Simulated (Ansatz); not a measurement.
# SnH2F2: ionisation energy by level of theory

One table from this session's results is given with a row withheld; the runs are named, their logs left out.

Method: unrestricted cation, the program's frozen cores in correlated methods; program: Ansatz 0.2.0, Gaussian basis.

Plan: UKS PBE-D4/def2-TZVPP; UKS r2SCAN-D4/def2-TZVPP; UKS PBE0-D4/def2-TZVPP; UKS B3LYP-D4/def2-TZVPP; UKS wB97X-V/def2-TZVPP; UKS wB97M-V/def2-TZVPP; UKS B2PLYP/def2-TZVPP; UHF-CCSD(T)/def2-TZVPP; UHF-MP2/def2-QZVPP; extrapolation to the limit; then −ε(HOMO) from the neutral's earlier runs with LDA (SPW92), PBE-D4, revPBE-D4, BLYP-D4, r2SCAN-D4, B97M-V, PBE0-D4, B3LYP-D4, r2SCANh-D4, r2SCAN0-D4, HSE06-D4, BHLYP-D4, CAM-B3LYP-D4, LC-ωPBE, ωB97X-V, ωB97M-V.

### Structure used throughout

The geometry comes from an earlier relaxation with PBE0-D4 in a triple-zeta def2 set; it is a stationary point. Sn takes the def2 core potential; no spin-orbit term is included.

SMILES `[F][SnH2][F]`, 5 atoms, charge 0, spin multiplicity 1.

Atoms are counted from 1 here; the program's logs count them from 0.

Bond lengths: F1–Sn2 1.909 Å, Sn2–F3 1.909 Å, Sn2–H4 1.692 Å, Sn2–H5 1.692 Å. Angles: F1–Sn2–F3 103.3°, F1–Sn2–H4 107.1°, F1–Sn2–H5 107.1°, F3–Sn2–H4 107.1°, F3–Sn2–H5 107.1°, H4–Sn2–H5 123.6°.

Set-up of the first run:

in.yaml

```yaml
crystal:
  periodic: [false, false, false]
  atoms:
    - {symbol: F, position_ang: [-0.343470, -0.356273, 1.741420]}
    - {symbol: Sn, position_ang: [0.128898, -0.073187, -0.086217]}
    - {symbol: F, position_ang: [-1.231200, 1.110697, -0.712377]}
    - {symbol: H, position_ang: [-0.087393, -1.547072, -0.889110]}
    - {symbol: H, position_ang: [1.583165, 0.792136, -0.095017]}
basis:
  gaussian: {orbitals: def2-TZVPP}
total_charge: 1
magnetization: {spin_polarized: true, initial_magnetization: 1}
hamiltonian: {xc: pbe, dispersion: d4}
```

Steps of the session up to this table: Cation, UKS PBE-D4/def2-TZVPP; Cation, UKS r2SCAN-D4/def2-TZVPP; Cation, UKS PBE0-D4/def2-TZVPP; Cation, UKS B3LYP-D4/def2-TZVPP; Cation, UKS wB97X-V/def2-TZVPP; Cation, UKS wB97M-V/def2-TZVPP; Cation, UKS B2PLYP (frozen core)/def2-TZVPP; Cation, UHF-CCSD(T)/def2-TZVPP; Cation, UHF-MP2/def2-QZVPP.

One of the session's tables, all rows but one given; the rest of the session is left out.

It belongs to the step «Ionisation energies side by side». For comparison, −ε(HOMO) of the neutral from earlier runs:

| functional | −ε(HOMO) (eV) |
| --- | --- |
| LDA (SPW92) | 8.42 |
| PBE-D4 | 8.30 |
| revPBE-D4 | 8.24 |
| BLYP-D4 | 8.24 |
| r2SCAN-D4 | 8.71 |
| B97M-V | 8.83 |
| PBE0-D4 | 9.87 |
| B3LYP-D4 | ? |
| r2SCANh-D4 | 9.30 |
| r2SCAN0-D4 | 10.14 |
| HSE06-D4 | 9.46 |
| BHLYP-D4 | 11.29 |
| CAM-B3LYP-D4 | 11.29 |
| LC-ωPBE | 12.60 |
| ωB97X-V | 12.27 |
| ωB97M-V | 12.12 |

Q: Estimate the row for B3LYP-D4 from the others.

Worked estimate for «−ε(HOMO) (eV)». Against the share of exact exchange, BLYP-D4 (0, 8.24), BHLYP-D4 (0.5, 11.29) give a slope of 6.10 per unit share; at 0.2 the line stands at 9.46.

The run gave: −ε(HOMO) (eV): 9.66. In «−ε(HOMO) (eV)» the line misses by -0.20.
